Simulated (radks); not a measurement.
**C in [He] 2s2 2p2: an all-electron calculation**

One table from this session's results is given with a row withheld; the runs are named, their logs left out.

Program: radks (a radial shooting solver on a logarithmic mesh, Libxc functionals) version 1. Level of theory: non-relativistic Kohn-Sham, exchange-only B88, spin-polarised, spherical densities, point nucleus; open shells are filled with parallel spins first. These are calculated values, not measurements, unless marked.

## Starting point

- element: carbon (Z = 6)
- charge: 0
- electrons: 6
- configuration: [He] 2s2 2p2

Outer shells as boxes (Hund's rule):

C
```
[He] core
2s [↑↓]
2p [↑ ][↑ ][  ]
```

The first run:

Input:

```text
Z 6
configuration [He] 2s2 2p2
relativity non-relativistic
functional b88,
spin polarised
nucleus point
```

One of the session's tables, all rows but one given; the rest of the session is left out.

It belongs to the step «Orbitals and density». Sizes of the orbitals, from the radial functions (bohr):

| level | <r> | outermost maximum (interpolated) | 90 % within |
| --- | --- | --- | --- |
| 1s up | 0.2713 | 0.174 | 0.487 |
| 1s down | 0.2702 | 0.174 | 0.485 |
| 2s up | ? | ? | ? |
| 2s down | 1.632 | 1.23 | 2.64 |
| 2p up | 1.757 | 1.18 | 3.05 |
| 2p down | 2.084 | 1.25 | 3.77 |

**Question.** Estimate the row for 2s up.

**Answer.** <r>: 1.558; outermost maximum (interpolated): 1.20; 90 % within: 2.49. In the column «<r>» it lies between 1s up (0.2713) and 2s down (1.632).

To keep in mind: Open shells are spherical and high-spin; term and fine-structure splittings are not resolved.
